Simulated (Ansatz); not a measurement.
# GaAs, 64 atoms: molecular dynamics on CPU cores

The task is a short trajectory of GaAs in a cell of 64 atoms. How long does it take, and what comes out?

All numbers below are computed with Ansatz 0.2 early development (run time, molecular dynamics, PBE, PAW).

## 1. The system as given

It holds 32 Ga, 32 As; a = 11.306 Å, b = 11.306 Å, c = 11.306 Å, α = 90.00°, β = 90.00°, γ = 90.00°; 22.58 Å³ an atom; space group F-43m.

## 2. The calculation

Contents of input.yaml:

```yaml
crystal:
  lattice:
    - [11.306, 0, 0]
    - [0, 11.306, 0]
    - [0, 0, 11.306]
  atoms:
    - { symbol: Ga, position: [0.0, 0.0, 0.0] }
    - { symbol: Ga, position: [0.0, 0.25, 0.25] }
    - { symbol: Ga, position: [0.25, 0.0, 0.25] }
    - { symbol: Ga, position: [0.25, 0.25, 0.0] }
    - { symbol: As, position: [0.125, 0.125, 0.125] }
    - { symbol: As, position: [0.125, 0.375, 0.375] }
    - { symbol: As, position: [0.375, 0.125, 0.375] }
    - { symbol: As, position: [0.375, 0.375, 0.125] }
    - { symbol: Ga, position: [0.0, 0.0, 0.5] }
    - { symbol: Ga, position: [0.0, 0.25, 0.75] }
    - { symbol: Ga, position: [0.25, 0.0, 0.75] }
    - { symbol: Ga, position: [0.25, 0.25, 0.5] }
    - { symbol: As, position: [0.125, 0.125, 0.625] }
    - { symbol: As, position: [0.125, 0.375, 0.875] }
    - { symbol: As, position: [0.375, 0.125, 0.875] }
    - { symbol: As, position: [0.375, 0.375, 0.625] }
    - { symbol: Ga, position: [0.0, 0.5, 0.0] }
    - { symbol: Ga, position: [0.0, 0.75, 0.25] }
    - { symbol: Ga, position: [0.25, 0.5, 0.25] }
    - { symbol: Ga, position: [0.25, 0.75, 0.0] }
    - { symbol: As, position: [0.125, 0.625, 0.125] }
    - { symbol: As, position: [0.125, 0.875, 0.375] }
    - { symbol: As, position: [0.375, 0.625, 0.375] }
    - { symbol: As, position: [0.375, 0.875, 0.125] }
    - { symbol: Ga, position: [0.0, 0.5, 0.5] }
    - { symbol: Ga, position: [0.0, 0.75, 0.75] }
    - { symbol: Ga, position: [0.25, 0.5, 0.75] }
    - { symbol: Ga, position: [0.25, 0.75, 0.5] }
    - { symbol: As, position: [0.125, 0.625, 0.625] }
    - { symbol: As, position: [0.125, 0.875, 0.875] }
    - { symbol: As, position: [0.375, 0.625, 0.875] }
    - { symbol: As, position: [0.375, 0.875, 0.625] }
    - { symbol: Ga, position: [0.5, 0.0, 0.0] }
    - { symbol: Ga, position: [0.5, 0.25, 0.25] }
    - { symbol: Ga, position: [0.75, 0.0, 0.25] }
    - { symbol: Ga, position: [0.75, 0.25, 0.0] }
    - { symbol: As, position: [0.625, 0.125, 0.125] }
    - { symbol: As, position: [0.625, 0.375, 0.375] }
    - { symbol: As, position: [0.875, 0.125, 0.375] }
    - { symbol: As, position: [0.875, 0.375, 0.125] }
    - { symbol: Ga, position: [0.5, 0.0, 0.5] }
    - { symbol: Ga, position: [0.5, 0.25, 0.75] }
    - { symbol: Ga, position: [0.75, 0.0, 0.75] }
    - { symbol: Ga, position: [0.75, 0.25, 0.5] }
    - { symbol: As, position: [0.625, 0.125, 0.625] }
    - { symbol: As, position: [0.625, 0.375, 0.875] }
    - { symbol: As, position: [0.875, 0.125, 0.875] }
    - { symbol: As, position: [0.875, 0.375, 0.625] }
    - { symbol: Ga, position: [0.5, 0.5, 0.0] }
    - { symbol: Ga, position: [0.5, 0.75, 0.25] }
    - { symbol: Ga, position: [0.75, 0.5, 0.25] }
    - { symbol: Ga, position: [0.75, 0.75, 0.0] }
    - { symbol: As, position: [0.625, 0.625, 0.125] }
    - { symbol: As, position: [0.625, 0.875, 0.375] }
    - { symbol: As, position: [0.875, 0.625, 0.375] }
    - { symbol: As, position: [0.875, 0.875, 0.125] }
    - { symbol: Ga, position: [0.5, 0.5, 0.5] }
    - { symbol: Ga, position: [0.5, 0.75, 0.75] }
    - { symbol: Ga, position: [0.75, 0.5, 0.75] }
    - { symbol: Ga, position: [0.75, 0.75, 0.5] }
    - { symbol: As, position: [0.625, 0.625, 0.625] }
    - { symbol: As, position: [0.625, 0.875, 0.875] }
    - { symbol: As, position: [0.875, 0.625, 0.875] }
    - { symbol: As, position: [0.875, 0.875, 0.625] }
kpoints:
  mp_grid: { grid: [1, 1, 1] }
hamiltonian:
  xc: pbe
  pseudopotentials: { kind: paw, source: jth }
magnetization:
  spin_polarized: false
scf:
  occupations: { method: fixed }
output:
  forces: true
  stress: false
md:
  ensemble: nvt_langevin
  temperature: 500
  timestep: 2.0
  n_steps: 8
  seed: 7
  initial_velocities: maxwell_boltzmann
basis:
  ecutwfc: "550 eV"
```

Command:

```
ansatz run input --backend cpu --threads 16 --events-out ev
```

Q: Predict the outcome of this session. Wanted: free energy; electrons solved for; SCF passes in all; largest force; temperature, first and last.

The runs gave:

| quantity | value |
| --- | --- |
| time per pass of the first SCF | 1.8 s |
| free energy | -276348.8877 eV (-4317.9514 eV/atom) |
| electrons solved for | 896 |
| SCF passes in all | 57 |
| largest force | 1.436 eV/Å |
| steps | 8 of 2.00 fs |
| temperature, first and last | 492, 375 K |
| time a step (median) | 14 s |
| wall time | 2.3 min (16 threads of Arm Neoverse V2 (Grace), shared host) |

In words: Of the time up to the last event, 88 % went to the work after the first SCF. A step took about 14 s, so a picosecond at this time step would take some 2 h. 16 fs are too few for averages. The k sampling stands for a supercell only 11 Å thick at its thinnest, so the values belong to these settings.
